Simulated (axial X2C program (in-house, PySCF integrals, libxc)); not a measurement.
# FeSi: bond curves with and without spin–orbit coupling

What are the state, bond length, wavenumber and bond energy of FeSi, and what does spin–orbit coupling change?

The runs use an in-house X2C program for linear molecules on PySCF integrals; all-electron X2C, Fe dyall-cv3z, Si dyall-v3z.

All values are calculated.

**1. Set-up**

task.json reads:

```json
{"zs": [26, 14], "q": 0, "bas": ["dyall-cv3z", "dyall-v3z"], "levels": ["PBE0", "HF", "PBE50"], "cc": true, "r0": 2.32, "thr": -2.0, "nmax": 90, "npts": 10, "nst": 2, "ntry": 6}
```

Keys: zs atomic numbers; q charge; bas basis sets; levels methods (HF also brings MP2); cc coupled cluster on or off; r0 starting distance in Å; thr threshold in hartree for freezing inner shells (an s shell follows its p shell); nmax most natural virtual spinors; npts points asked for on the curve; nst determinants followed; ntry starts of the search.

Command:

```
$ python so2c.py task.json out
```

Spin-free means the one-electron spin-free X2C Hamiltonian; two-component (2c) means X2C with spin–orbit coupling and atomic mean-field two-electron Coulomb and Gaunt terms. Basis: Fe dyall-cv3z contracted to [9s10p6d3f2g], Si dyall-v3z contracted to [8s7p2d1f]; Gaussian nuclei, density fitting. Masses: Fe 55.935 u, Si 27.977 u.

Notation: σ, π±, δ± give the projection m of an orbital's angular momentum (0, ±1, ±2), α and β its spin, Λ and M_S the sums; ω is the projection of a spinor's total angular momentum and Ω the sum. Logs are in hartree.

The results follow Hamiltonian by Hamiltonian and level by level.

**2. State search with PBE0**

PBE0 moves the distance from 2.320 Å to 2.195 Å and compares determinants there.

Spin-free determinants:

```tsv
ΔE (eV)	state	open shells
0.00	M_S = 1, Λ = 0	beyond closed shells: δ+α, δ-α
```

Two-component determinants:

```tsv
ΔE (eV)	state	open shells
0.00	Ω = 1	excess of +ω over −ω: ω = -3/2, ω = 5/2
```

**3. PBE0, spin-free**

State followed: M_S = 1, Λ = 0 (beyond closed shells: δ+α, δ-α). The scan is laid around 2.195 Å, a first estimate of the minimum, and this SCF restarts from the orbitals of the search.

The SCF at the reference distance of 2.195 Å:

```text
spin-free X2C-1e  PBE0
basis functions 154  fitting functions 897  grid points 5082
iter        total energy     max residual
   1      -1562.370794206     1.49e-05
   2      -1562.370794206     3.71e-05
   3      -1562.370794218     7.78e-06
   4      -1562.370794221     8.06e-06
   5      -1562.370794224     1.60e-06
   6      -1562.370794224     1.21e-06
converged
one-electron -2333.83637549  Coulomb 760.50626300  exact exchange -18.79792203  xc functional -57.99697600  nuclear repulsion 87.75421630
```

Along the bond, energies from the lowest point:

| R (Å) | E (eV) | μ (D) | HOMO (eV) | LUMO (eV) | iterations |
| --- | --- | --- | --- | --- | --- |
| 1.910 | 0.5659 | -1.68 | -5.53 | -2.43 | 16 |
| 1.997 | 0.2346 | -1.86 | -5.65 | -2.37 | 15 |
| 2.063 | 0.0926 | -1.98 | -5.74 | -2.33 | 14 |
| 2.129 | 0.0197 | -2.09 | -5.83 | -2.29 | 14 |
| 2.195 | 0.0000 | -2.19 | -5.89 | -2.25 | 6 |
| 2.272 | 0.0274 | -2.29 | -5.76 | -2.21 | 13 |
| 2.349 | 0.0942 | -2.39 | -5.65 | -2.30 | 13 |
| 2.447 | 0.2186 | -2.50 | -5.53 | -2.42 | 13 |
| 2.568 | 0.4048 | -2.64 | -5.41 | -2.56 | 13 |
| 2.744 | 0.6998 | -2.83 | -5.26 | -2.77 | 13 |

Dipoles are positive if Si is the positive end.

Outer orbitals at the reference distance:

```csv
symmetry,occupied,ε (eV),atomic character
σβ,yes,-13.01,"65% Si s, 12% Fe s, 12% Fe p"
σα,yes,-11.58,"51% Si s, 28% Fe d, 12% Fe s"
δ+α,yes,-11.20,100% Fe d
δ-α,yes,-11.20,100% Fe d
π+α,yes,-10.49,98% Fe d
π-α,yes,-10.49,98% Fe d
σα,yes,-9.02,"71% Fe d, 17% Si s, 6% Fe s"
σβ,yes,-7.20,"67% Fe d, 22% Si p, 7% Si s"
σα,yes,-6.04,"46% Fe s, 37% Si p, 9% Fe p"
σβ,yes,-5.91,"42% Si p, 34% Fe s, 19% Fe d"
π+β,yes,-5.89,"60% Si p, 29% Fe d, 10% Fe p"
π-β,yes,-5.89,"60% Si p, 29% Fe d, 10% Fe p"
π-α,no,-2.25,"60% Si p, 37% Fe p, 2% Fe d"
π+α,no,-2.25,"60% Si p, 37% Fe p, 2% Fe d"
δ+β,no,-2.12,99% Fe d
δ-β,no,-2.12,99% Fe d
```

PBE0 fields in the half plane through the axis: z from -2.4 to 4.5 Å across, distance from the axis 0.15 to 2.25 Å upwards; Fe lies at z = 0 and Si at z = 2.195 Å; the ELF is damped to zero where the density is low.

log10 density (e/bohr³). Ten even steps from '0' (-4.23 ) to '9' (1.38 ):
```
000111222222222222211100
001122222333333332221110
011222333333333333322211
112233344444444444333221
112233445444444444443321
122334556555555555443322
122345677765555665544322
123345789875557986544332
```

ELF. Ten even steps from '0' (0.00 ) to '9' (0.95 ):
```
000012344332222232210000
000234455444444555542100
002334444555666777765310
023333333346777889987630
133321112225788889999852
233321134214774127999874
243321378733640421899985
344323777763616791599985
```

Re = 2.191 Å, ωe = 371 cm⁻¹, ωexe = 1.76 cm⁻¹, Be = 0.1883 cm⁻¹, De = 2.17 eV, μ = -2.18 D. ⟨S²⟩ = 3.48 against 2.00 for a pure state, so this determinant mixes spins.

**4. HF, spin-free**

The SCF at the reference distance of 2.195 Å:

```text
spin-free X2C-1e  HF
basis functions 154  fitting functions 897  grid points 5082
iter        total energy     max residual
   1      -1560.767584306     1.10e-01
   2      -1560.826017064     2.78e-02
   3      -1560.842675070     1.73e-02
   4      -1560.847808068     9.85e-03
   5      -1560.852901715     5.09e-03
   6      -1560.854408881     3.88e-03
   7      -1560.855764910     2.10e-03
   8      -1560.856235469     1.09e-03
   9      -1560.856339784     5.30e-04
  10      -1560.856372193     3.54e-04
  11      -1560.856376794     1.22e-04
  12      -1560.856378252     6.63e-05
  13      -1560.856378509     2.12e-05
  14      -1560.856378533     4.76e-06
  15      -1560.856378535     2.03e-06
converged
one-electron -2332.33126748  Coulomb 759.16974317  exact exchange -75.44907053  xc functional 0.00000000  nuclear repulsion 87.75421630
```

No constants are quoted: too few points lie around the minimum for a second fit to confirm the first.

**5. PBE50, spin-free**

Output at 2.195 Å:

```text
spin-free X2C-1e  PBE50
basis functions 154  fitting functions 897  grid points 5082
iter        total energy     max residual
   1      -1562.381559915     3.69e-02
   2      -1562.389493348     8.59e-03
   3      -1562.390594563     1.04e-02
   4      -1562.392079316     4.22e-03
   5      -1562.392662824     2.12e-03
   6      -1562.392911785     5.60e-04
   7      -1562.392951257     4.15e-04
   8      -1562.392975407     2.38e-04
   9      -1562.392981373     1.36e-04
  10      -1562.392982754     4.13e-05
  11      -1562.392982914     1.12e-05
  12      -1562.392982923     3.57e-06
  13      -1562.392982924     9.89e-07
converged
one-electron -2333.30204738  Coulomb 760.03847843  exact exchange -37.65822790  xc functional -39.22540237  nuclear repulsion 87.75421630
```

Re = 2.286 Å, ωe = 322 cm⁻¹, ωexe = 1.58 cm⁻¹, Be = 0.1729 cm⁻¹, De = 1.64 eV, μ = -2.81 D. ⟨S²⟩ = 4.00 against 2.00 for a pure state, so this determinant mixes spins.

**6. MP2, spin-free**

Correlated methods: 12 electrons correlated (frozen shells, counted by type: Fe 3 s, 2 p; Si 2 s, 1 p), 222 virtual spinors in MP2.

Output of the correlated part at 2.195 Å:

```text
correlated 12  virtual 222  natural virtual 89  E(MP2) -0.268644578  MP2 remainder -0.022306504
iter   CCSD correlation   residual
   1     -0.257202901   1.41e-01
   2     -0.266861055   7.76e-02
   3     -0.271619882   5.19e-02
   4     -0.275333430   3.44e-02
   5     -0.276997661   1.64e-02
   6     -0.277342631   8.10e-03
   7     -0.277517555   4.24e-03
   8     -0.277557302   2.55e-03
   9     -0.277565570   1.41e-03
  10     -0.277595554   7.86e-04
  11     -0.277595244   3.88e-04
  12     -0.277602852   1.82e-04
  13     -0.277601733   8.85e-05
  14     -0.277602791   4.74e-05
  15     -0.277603201   2.45e-05
  16     -0.277603920   1.40e-05
  17     -0.277604199   6.69e-06
  18     -0.277604342   3.10e-06
  19     -0.277604356   1.45e-06
(T) -0.013523140  T1 0.0882  D1 0.1831  max T2 0.113
```

T1 in the output is the amplitude norm over the root of the electron number; divide by √2 for the Lee–Taylor value.

Coupled cluster ran at too few distances for a curve.

MP2: No constants are quoted: the reference is strongly spin-contaminated.

**7. The spin-free curves together**

Energy (eV) of the followed determinant, spin-free, from each level's lowest point:

```csv
R (Å),PBE0,HF,MP2 (spin-contaminated),PBE50
1.910,0.566,1.877,1.008,0.869
1.997,0.235,1.212,0.555,0.447
2.063,0.093,0.843,0.325,0.242
2.129,0.020,0.562,0.169,0.109
2.195,0.000,0.354,0.070,0.033
2.272,0.027,0.184,0.012,0.000
2.349,0.094,0.076,0.000,0.012
2.447,0.219,0.007,0.035,0.074
2.568,0.405,0.000,0.127,0.195
2.744,0.700,0.082,0.315,0.415
```

**8. PBE0, 2c**

State followed: Ω = 1 (excess of +ω over −ω: ω = -3/2, ω = 5/2). The scan is laid around 2.195 Å, a first estimate of the minimum, and this SCF restarts from the orbitals of the search.

The SCF at the reference distance of 2.195 Å:

```text
two-component X2C + atomic mean field  PBE0
basis functions 154  fitting functions 897  grid points 5082
iter        total energy     max residual
   1      -1562.000513094     1.42e-05
   2      -1562.000513070     5.89e-05
   3      -1562.000513099     7.88e-06
   4      -1562.000513100     5.86e-06
converged
one-electron -2332.91556114  Coulomb 760.31979309  exact exchange -18.79316905  xc functional -57.98242730  nuclear repulsion 87.75421630  atomic mean-field constant -0.38336500
```

Along the bond, energies from the lowest point:

```
R (Å)  E (eV)  μ (D)  HOMO (eV)  LUMO (eV)  iterations
1.910  0.5664  -1.68      -5.53      -2.44          16
1.997  0.2350  -1.86      -5.65      -2.39          15
2.063  0.0928  -1.98      -5.74      -2.34          14
2.129  0.0199  -2.09      -5.83      -2.30          14
2.195  0.0000  -2.19      -5.88      -2.26           4
2.272  0.0272  -2.29      -5.75      -2.25          13
2.349  0.0939  -2.39      -5.64      -2.34          13
2.447  0.2182  -2.50      -5.52      -2.46          13
2.568  0.4042  -2.64      -5.39      -2.61          13
2.744  0.6991  -2.83      -5.25      -2.81          13
```

Dipoles are positive if Si is the positive end.

Outer spinors at the reference distance:

```json
{"ω": "-1/2", "occupied": "yes", "ε (eV)": "-13.01", "atomic character": "65% Si s, 12% Fe s, 12% Fe p", "λ mixture": "100% σ"}
{"ω": "1/2", "occupied": "yes", "ε (eV)": "-11.58", "atomic character": "51% Si s, 28% Fe d, 12% Fe s", "λ mixture": "100% σ"}
{"ω": "-3/2", "occupied": "yes", "ε (eV)": "-11.26", "atomic character": "100% Fe d", "λ mixture": "100% δ"}
{"ω": "5/2", "occupied": "yes", "ε (eV)": "-11.14", "atomic character": "100% Fe d", "λ mixture": "100% δ"}
{"ω": "-1/2", "occupied": "yes", "ε (eV)": "-10.52", "atomic character": "98% Fe d", "λ mixture": "100% π"}
{"ω": "3/2", "occupied": "yes", "ε (eV)": "-10.46", "atomic character": "98% Fe d", "λ mixture": "100% π"}
{"ω": "1/2", "occupied": "yes", "ε (eV)": "-9.02", "atomic character": "71% Fe d, 17% Si s, 6% Fe s", "λ mixture": "100% σ"}
{"ω": "-1/2", "occupied": "yes", "ε (eV)": "-7.20", "atomic character": "68% Fe d, 22% Si p, 7% Si s", "λ mixture": "100% σ"}
{"ω": "1/2", "occupied": "yes", "ε (eV)": "-6.04", "atomic character": "46% Fe s, 37% Si p, 9% Fe p", "λ mixture": "99% σ, 1% π"}
{"ω": "-1/2", "occupied": "yes", "ε (eV)": "-5.91", "atomic character": "43% Si p, 34% Fe s, 19% Fe d", "λ mixture": "100% σ"}
{"ω": "1/2", "occupied": "yes", "ε (eV)": "-5.90", "atomic character": "60% Si p, 29% Fe d, 10% Fe p", "λ mixture": "99% π, 1% σ"}
{"ω": "-3/2", "occupied": "yes", "ε (eV)": "-5.88", "atomic character": "60% Si p, 29% Fe d, 10% Fe p", "λ mixture": "100% π"}
{"ω": "-1/2", "occupied": "no", "ε (eV)": "-2.26", "atomic character": "60% Si p, 37% Fe p, 2% Fe d", "λ mixture": "100% π"}
{"ω": "3/2", "occupied": "no", "ε (eV)": "-2.23", "atomic character": "59% Si p, 36% Fe p, 4% Fe d", "λ mixture": "98% π, 2% δ"}
{"ω": "3/2", "occupied": "no", "ε (eV)": "-2.16", "atomic character": "97% Fe d", "λ mixture": "98% δ, 2% π"}
{"ω": "-5/2", "occupied": "no", "ε (eV)": "-2.08", "atomic character": "99% Fe d", "λ mixture": "100% δ"}
```

PBE0 fields in the half plane through the axis: z from -2.4 to 4.5 Å across, distance from the axis 0.15 to 2.25 Å upwards; Fe lies at z = 0 and Si at z = 2.195 Å; the ELF is damped to zero where the density is low.

log10 density (e/bohr³). Ten even steps from '0' (-4.23 ) to '9' (1.38 ):
```
000111222222222222211100
001122222333333332221110
011222333333333333322211
112233344444444444333221
112233445444444444443321
122334556555555555443322
122345677765555665544322
123345789875557986544332
```

ELF. Ten even steps from ' ' (0.00 ) to '@' (0.95 ):
```
        ..::--====----::::::::::--::::..        
      ::--====++++============++++++++==::..    
    ::----========++++++******########**++--..  
  ::----------------==**######%%%%@@@@%%##**--  
..------::......::::::++##%%%%%%%%@@@@@@@@%%++::
::------::....--==::..==####==..::##@@@@@@%%##==
::==----::::--##%%##----**==  ==::..%%@@@@@@%%++
--==----::--########**--**..**##@@..++@@@@@@%%++
```

Re = 2.191 Å, ωe = 371 cm⁻¹, ωexe = 1.75 cm⁻¹, Be = 0.1882 cm⁻¹, De = 2.17 eV, μ = -2.18 D.

**9. HF, 2c**

The SCF at the reference distance of 2.195 Å:

```text
two-component X2C + atomic mean field  HF
basis functions 154  fitting functions 897  grid points 5082
iter        total energy     max residual
   1      -1560.397592939     1.10e-01
   2      -1560.456038532     2.79e-02
   3      -1560.472733027     1.75e-02
   4      -1560.477886167     9.99e-03
   5      -1560.482998525     5.09e-03
   6      -1560.484505784     3.88e-03
   7      -1560.485862201     2.10e-03
   8      -1560.486335694     1.09e-03
   9      -1560.486440791     5.29e-04
  10      -1560.486473105     3.54e-04
  11      -1560.486477686     1.22e-04
  12      -1560.486479150     6.65e-05
  13      -1560.486479409     2.13e-05
  14      -1560.486479434     4.77e-06
  15      -1560.486479436     3.84e-06
  16      -1560.486479437     3.34e-06
  17      -1560.486479437     2.70e-06
converged
one-electron -2331.40490664  Coulomb 758.97771219  exact exchange -75.43013629  xc functional 0.00000000  nuclear repulsion 87.75421630  atomic mean-field constant -0.38336500
```

No constants are quoted: too few points lie around the minimum for a second fit to confirm the first.

**10. PBE50, 2c**

The SCF at the reference distance of 2.195 Å:

```text
two-component X2C + atomic mean field  PBE50
basis functions 154  fitting functions 897  grid points 5082
iter        total energy     max residual
   1      -1562.011402940     3.69e-02
   2      -1562.019334911     8.61e-03
   3      -1562.020432605     1.04e-02
   4      -1562.021924919     4.23e-03
   5      -1562.022510556     2.12e-03
   6      -1562.022760906     5.59e-04
   7      -1562.022800445     4.16e-04
   8      -1562.022824607     2.39e-04
   9      -1562.022830588     1.37e-04
  10      -1562.022831983     4.12e-05
  11      -1562.022832144     1.12e-05
  12      -1562.022832153     3.54e-06
  13      -1562.022832153     9.75e-07
converged
one-electron -2332.37901701  Coulomb 759.84976435  exact exchange -37.64873252  xc functional -39.21569827  nuclear repulsion 87.75421630  atomic mean-field constant -0.38336500
```

Re = 2.287 Å, ωe = 322 cm⁻¹, ωexe = 1.58 cm⁻¹, Be = 0.1729 cm⁻¹, De = 1.64 eV, μ = -2.81 D.

**11. MP2, 2c**

Correlated methods: 12 electrons correlated (frozen shells, counted by type: Fe 3 s, 2 p; Si 2 s, 1 p), 222 virtual spinors in MP2.

MP2: No constants are quoted: the reference is strongly spin-contaminated.

**12. The 2c curves together**

Energy (eV) of the followed determinant, 2c, from each level's lowest point:

| R (Å) | PBE0 | HF | MP2 (spin-contaminated) | PBE50 |
| --- | --- | --- | --- | --- |
| 1.910 | 0.566 | 1.881 | 1.010 | 0.870 |
| 1.997 | 0.235 | 1.215 | 0.557 | 0.448 |
| 2.063 | 0.093 | 0.845 | 0.327 | 0.242 |
| 2.129 | 0.020 | 0.565 | 0.170 | 0.109 |
| 2.195 | 0.000 | 0.355 | 0.071 | 0.033 |
| 2.272 | 0.027 | 0.185 | 0.012 | 0.000 |
| 2.349 | 0.094 | 0.077 | 0.000 | 0.012 |
| 2.447 | 0.218 | 0.008 | 0.034 | 0.073 |
| 2.568 | 0.404 | 0.000 | 0.126 | 0.194 |
| 2.744 | 0.699 | 0.082 | 0.313 | 0.414 |

The whole job took 3.6 min on 1 thread of Intel Xeon Platinum 8259CL at 2.50GHz (Skylake/Cascade Lake), shared host; peak memory 0.7 GiB.

**13. Results**

Lowest determinant that the search found at its distance, spin-free: M_S = 1, Λ = 0 (beyond closed shells: δ+α, δ-α).

Lowest determinant that the search found at its distance, 2c: Ω = 1 (excess of +ω over −ω: ω = -3/2, ω = 5/2).

| Hamiltonian | level | Re (Å) | ωe (cm⁻¹) | De (eV) | μ (D) |
| --- | --- | --- | --- | --- | --- |
| spin-free | PBE0 | 2.191 | 371 | 2.17 | -2.18 |
| spin-free | PBE50 | 2.286 | 322 | 1.64 | -2.81 |
| 2c | PBE0 | 2.191 | 371 | 2.17 | -2.18 |
| 2c | PBE50 | 2.287 | 322 | 1.64 | -2.81 |

Dipoles are positive if Si is the positive end. No constants: spin-free HF (too few points lie around the minimum for a second fit to confirm the first); spin-free MP2 (the reference is strongly spin-contaminated); 2c HF (too few points lie around the minimum for a second fit to confirm the first); 2c MP2 (the reference is strongly spin-contaminated). Spin-free ⟨S²⟩ is off its pure value at PBE0 3.48, PBE50 4.00.

Time per point (s) on 1 thread of Intel Xeon Platinum 8259CL at 2.50GHz (Skylake/Cascade Lake), shared host (2c runs); the times are rough: PBE0 0.98, PBE50 1.1.

In words: At PBE0, going from spin-free to two-component changes Re by 0 mÅ, ωe by 0.0 %, which is small (part of it comes from the scalar share of the two-electron terms). De moves by 0.00 eV; both De rest on single-determinant atoms, which can miss part of an open shell's spin–orbit lowering.

De refers to Fe + Si, each in the lowest determinant found, which need not be this curve's own limit. The state is a single determinant with fixed occupations, the lowest that a limited PBE0 search found. Dissociation energies refer to the lowest single-determinant-based atoms at the same level and basis. Density functionals use the spin component along the axis (collinear). With several unpaired electrons one determinant need not be a pure state. The spin-free determinant is spin-contaminated at some levels.
